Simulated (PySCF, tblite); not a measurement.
**C₆H₈FN₃: geometry, infrared bands and NMR shifts**

Wanted: the infrared bands and NMR shifts of C₆H₈FN₃ (`CN(C)c1ccnnc1F`), by calculation.

The runs use tblite 0.8.0 and PySCF 2.14.0, with density-fitted response routines of our own; the level of theory stands in each step. All values are computed, except where a source is named. Atoms count from 0, in the outputs and in this text.

**1. Starting geometry**

18 atoms, charge 0, multiplicity 1; geometry from: force field or distance geometry start.

Bonds of the start (Å): C0–N1 1.45, N1–C2 1.44, N1–C3 1.40, C3–C4 1.40, C4–C5 1.38, C5–N6 1.34, N6–N7 1.35, N7–C8 1.36, C8–F9 1.35, C8–C3 1.42, C0–H10 1.11, C0–H11 1.10, C0–H12 1.08, C2–H13 1.09, C2–H14 1.11, C2–H15 1.09, C4–H16 1.09, C5–H17 1.08.

**2. Geometry optimisation with GFN2-xTB**

Job settings and geometry (Å):

```
{"job": {"kind": "relax", "xc": "GFN2-xTB", "basis": "xTB"}, "charge": 0, "multiplicity": 1}
C     -1.911500    -0.931300    -0.451300
N     -0.934400     0.123700    -0.232300
C     -1.371900     1.499900    -0.278200
C      0.401900    -0.200100     0.033400
C      1.364800     0.782700     0.270300
C      2.677700     0.435900     0.521200
N      3.106500    -0.834900     0.575800
N      2.213800    -1.824400     0.376200
C      0.916000    -1.521200     0.115400
F      0.091400    -2.570500    -0.073500
H     -2.918100    -0.514700    -0.645500
H     -2.018800    -1.576800     0.431300
H     -1.661200    -1.530000    -1.315800
H     -1.212400     2.007000     0.674300
H     -2.455500     1.585500    -0.496800
H     -0.861100     2.051200    -1.061900
H      1.120000     1.842200     0.241100
H      3.444100     1.182100     0.697900
```

Started as:

```sh
$ OMP_NUM_THREADS=1 python probes_run.py task.json out
```

This one command runs all jobs of the session in turn.

**Question.** This job is followed by: GFN2-xTB harmonic vibrations, gas phase; GIAO PBE0/pcSseg-1 NMR shielding, non-relativistic, gas phase. What will the session give for the following? strongest single infrared mode (GFN2-xTB); zero-point energy (GFN2-xTB); 13C shifts against TMS (PBE0/pcSseg-1, means over atoms taken as alike); 1H shifts against TMS (PBE0/pcSseg-1, means over atoms taken as alike); 15N shifts against NH3 (PBE0/pcSseg-1); 19F shifts against CFCl3 (PBE0/pcSseg-1).

As calculated:

```
                                                               quantity                                 value
                              strongest single infrared mode (GFN2-xTB)                 1553 cm⁻¹, 502 km/mol
                                           zero-point energy (GFN2-xTB)                         85.9 kcal/mol
13C shifts against TMS (PBE0/pcSseg-1, means over atoms taken as alike)  164.0, 154.2, 137.7, 112.4, 44.0 ppm
 1H shifts against TMS (PBE0/pcSseg-1, means over atoms taken as alike)                  8.90, 6.17, 3.24 ppm
                                 15N shifts against NH3 (PBE0/pcSseg-1)                406.9, 403.9, 66.8 ppm
                               19F shifts against CFCl3 (PBE0/pcSseg-1)                             -97.1 ppm
```

What this shows: The optimisation took 22 steps and gained 0.269 eV; among the close pairs (by a distance rule), N7–C8 changed most, from 1.358 to 1.299 Å. The lowest mode is imaginary (26i cm⁻¹), so the xTB geometry is not a minimum. The strongest single mode, at 1553 cm⁻¹, is carried by C3, C4, N1, C8. GFN2-xTB is a fitted tight-binding method: band positions and strengths are rough. Its intensities can rank the bands wrongly. At PBE0/pcSseg-1: The largest span, 737 ppm, is at N6, where the paramagnetic term is -461 ppm. NICS(1)zz of -23 ppm above the planar ring from C3 marks a diatropic (aromatic) ring current.
